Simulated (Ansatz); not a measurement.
Runs of Ansatz 0.2.0 on Co. The cell holds a sheet with vacuum, 1 atom: a = 2.347 Å, b = 2.347 Å, c = 23.800 Å, α = 90.00°, β = 90.00°, γ = 120.00°. The cell was built by a generator and needn't be a form met in nature.

| task | level | cell | cutoff (eV) | basis error allowed | gap on the mesh (eV) | moment (μB) | work function (eV) |
| --- | --- | --- | --- | --- | --- | --- | --- |
| single point | PBEsol | as given | 327 | 0.002 eV/atom | none | 1.72 | 5.32 |
| single point | LDA | as given | 327 | 0.002 eV/atom | none | 1.70 | (a) |
| projected density of states | PBE | as given | 327 | 0.002 eV/atom | - | 1.72 | 5.19 |
| relaxation of the atoms | PBE | atoms relaxed | - | 0.002 eV/atom | - | 1.72 | - |
| single point | PBE | as given | 353 | 0.001 eV/atom | none | 1.72 | - |

Alike in all rows: potentials or basis all-electron LAPW, scalar-relativistic; spin collinear, ferromagnetic start; k mesh 13 × 13 × 1; smearing fermi-dirac 0.05 eV.

Problem. Fill in the values left out.

Solution. (a) 5.55.

A k mesh can miss the band edges.

A gap of «none» marks a metal or a gap under the smearing width.

Not every run made on this cell is shown here.
